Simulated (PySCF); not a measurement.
# From one method to the next for SnSe

Starting from one script, swap the method and compare what comes out for SnSe.

The runs use PySCF 2.14.0; each script names its method and basis.

5 further runs of the same task are left out: 1 for a known fault of the program, 4 that didn't finish.

## Step 1: Where the work starts

SnSe: 2 atoms, charge 0, spin multiplicity 1.

Bond lengths: Sn1–Se2 2.465 Å.

## Step 2: The run that the others are compared with

input.py reads:

```python
from pyscf import gto, dft

mol = gto.M(
    atom='Sn 0 0 0; Se 0 0 2.465',
    basis='lanl2dz',
    ecp={'Sn': 'lanl2dz', 'Se': 'lanl2dz'},
    charge=0,
    spin=0,
    verbose=4,
)
mf = dft.RKS(mol, xc='m06l')
mf.kernel()
g = mf.nuc_grad_method()
g.grid_response = True
g.kernel()
mf.dip_moment()
print('orbital energies (hartree):', mf.mo_energy[..., max(0, mol.nelec[1]-3):mol.nelec[0]+3].round(4))
```

Command:

```
$ python input.py
```

## Step 3: Tpssh

Variant 1 changes functional: m06l → tpssh.

Edit input.py of step 2 so:

```diff
@@ -10,3 +10,3 @@
 )
-mf = dft.RKS(mol, xc='m06l')
+mf = dft.RKS(mol, xc='tpssh')
 mf.kernel()
```

## Step 4: Pbe0

Variant 2 changes functional: m06l → pbe0.

Edit input.py of step 2 so:

```diff
@@ -10,3 +10,3 @@
 )
-mf = dft.RKS(mol, xc='m06l')
+mf = dft.RKS(mol, xc='pbe0')
 mf.kernel()
```

## Step 5: Population analysis

Variant 3 changes step after the SCF: gradient → analyze.

Edit input.py of step 2 so:

```diff
@@ -12,5 +12,3 @@
 mf.kernel()
-g = mf.nuc_grad_method()
-g.grid_response = True
-g.kernel()
+mf.mulliken_pop()
 mf.dip_moment()
```

## Step 6: M06

Variant 4 changes functional: m06l → m06.

Edit input.py of step 2 so:

```diff
@@ -10,3 +10,3 @@
 )
-mf = dft.RKS(mol, xc='m06l')
+mf = dft.RKS(mol, xc='m06')
 mf.kernel()
```

**Question.** What will these runs give? Wanted: for each run, E(SCF); from base; gap; SCF dipole.

As calculated:

| run | E(SCF) (hartree) | from base (eV) | cycles | gap (eV) | SCF dipole (D) |
| --- | --- | --- | --- | --- | --- |
| base | -12.622380 | 0 | 12 | 2.85 | 3.63 |
| tpssh | -12.644408 | not comparable | 10 | 3.28 | 3.63 |
| pbe0 | -12.637132 | not comparable | 9 | 4.05 | 3.83 |
| population analysis | -12.622380 | 0.0000 | 12 | 2.85 | 3.63 |
| m06 | -12.604566 | not comparable | 10 | 4.03 | 3.78 |

What this shows: The gap between the frontier levels is 2.8 eV with m06l (0 % exact exchange) and 4.0 eV with m06 (27 %): exact exchange opens it. Total energies of different functionals can't be compared with each other; differences within one functional can.
